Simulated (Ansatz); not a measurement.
# C2H5FGeO2Si: one species, many methods

Aim: compute C2H5FGeO2Si with functionals from several rungs and with coupled cluster, and see how far each lands from CCSD(T) at the basis-set limit for the atomisation energy.

The runs use Ansatz 0.2.0, Gaussian basis; functionals in def2-TZVPP, the program's frozen cores in correlated methods.

Levels to be run: PBE-D4, r2SCAN-D4, PBE0-D4, B3LYP-D4, ωB97X-V, ωB97M-V, B2PLYP; CCSD(T)/def2-TZVPP; MP2/def2-QZVPP; extrapolation to the limit.

## Step 1: The geometry

The geometry comes from an earlier relaxation with PBE0-D4 in a triple-zeta def2 set; it is a stationary point, not always the lowest conformer.

SMILES `[OH][GeH2][C]#C[SiH](O)F`, 12 atoms, charge 0, spin multiplicity 1.

Atoms are counted from 1 here; the program's logs count them from 0.

Bond lengths: O1–Ge2 1.775 Å, O1–H8 0.960 Å, Ge2–C3 1.911 Å, Ge2–H9 1.536 Å, Ge2–H10 1.527 Å, C3–C4 1.214 Å, C4–Si5 1.821 Å, Si5–O6 1.625 Å, Si5–F7 1.591 Å, Si5–H11 1.470 Å, O6–H12 0.959 Å. Angles: Ge2–O1–H8 112.8°, O1–Ge2–C3 108.9°, O1–Ge2–H9 111.0°, O1–Ge2–H10 105.1°, C3–Ge2–H9 107.9°, C3–Ge2–H10 110.3°, H9–Ge2–H10 113.6°, Ge2–C3–C4 179.4°, C3–C4–Si5 178.5°, C4–Si5–O6 110.8°, C4–Si5–F7 106.6°, C4–Si5–H11 112.8°, O6–Si5–F7 111.1°, O6–Si5–H11 107.3°, F7–Si5–H11 108.3°, Si5–O6–H12 118.8°.

## Step 2: PBE-D4 (GGA)

Contents of in.yaml:

```yaml
crystal:
  periodic: [false, false, false]
  atoms:
    - {symbol: O, position_ang: [3.163970, 0.656108, -0.738998]}
    - {symbol: Ge, position_ang: [1.747215, 0.338376, -1.759188]}
    - {symbol: C, position_ang: [0.224174, 0.072674, -0.636363]}
    - {symbol: C, position_ang: [-0.744721, -0.084081, 0.078007]}
    - {symbol: Si, position_ang: [-2.176887, -0.295356, 1.183445]}
    - {symbol: O, position_ang: [-1.702753, -0.803258, 2.651949]}
    - {symbol: F, position_ang: [-3.133665, -1.361144, 0.490575]}
    - {symbol: H, position_ang: [3.043777, 1.413968, -0.162124]}
    - {symbol: H, position_ang: [1.452525, 1.532009, -2.679633]}
    - {symbol: H, position_ang: [2.079260, -0.946973, -2.513670]}
    - {symbol: H, position_ang: [-2.935631, 0.948445, 1.375348]}
    - {symbol: H, position_ang: [-1.017256, -1.470737, 2.710643]}
basis:
  gaussian: {orbitals: def2-TZVPP}
hamiltonian: {xc: pbe, dispersion: d4}
output: {forces: true, orbitals: {seedname: orbitals}}
```

The run is started by

```console
$ ansatz run in.yaml --threads 2 --pin off --events-out ev --progress --plain --max-ram 22528MiB --backend cuda --devices 0, --max-vram 18GiB
```

The runs that follow: r2SCAN-D4 (meta-GGA); PBE0-D4 (hybrid); B3LYP-D4 (hybrid); ωB97X-V (range-separated); ωB97M-V (range-separated); B2PLYP (double hybrid); CCSD(T) in def2-TZVPP; MP2 in def2-QZVPP.

**Question.** What will the summary of the whole plan be? Wanted: atomisation energy, CCSD(T)/CBS; farthest; mean size of error, hybrid; mean size of error, range-separated; gap, smallest and largest; T1 diagnostic; triples share of the correlation energy.

The runs gave:

| quantity | value |
| --- | --- |
| atomisation energy, CCSD(T)/CBS | 4778.9 kJ/mol |
| functionals within 47.8 kJ/mol (1.0 %) | PBE-D4, r2SCAN-D4, ωB97X-V, ωB97M-V |
| farthest | B2PLYP (-73.8 kJ/mol) |
| mean size of error, hybrid | 67.7 kJ/mol |
| mean size of error, range-separated | 27.2 kJ/mol |
| gap, smallest and largest | 5.20 eV (PBE-D4), 11.88 eV (ωB97X-V) |
| T1 diagnostic | 0.0124 |
| triples share of the correlation energy | 3.8 % |

PBE-D4 misses by +47.3 kJ/mol. Double hybrids carry the basis error of their MP2 part in triple zeta, and no dispersion term here, so their miss is partly the set-up's. The reference freezes the cores and leaves out relativity and excitations past (T), and its outer-core shells are covered unevenly, so misses under about 47.8 kJ/mol can't be ranked. Hartree-Fock recovers 71 % of the binding; the rest is correlation. The gap grows from 5.2 to 11.9 eV across the functionals, mostly with the share of exact exchange. Correlated methods include outer-core shells of Ge, which these sets cover unevenly.
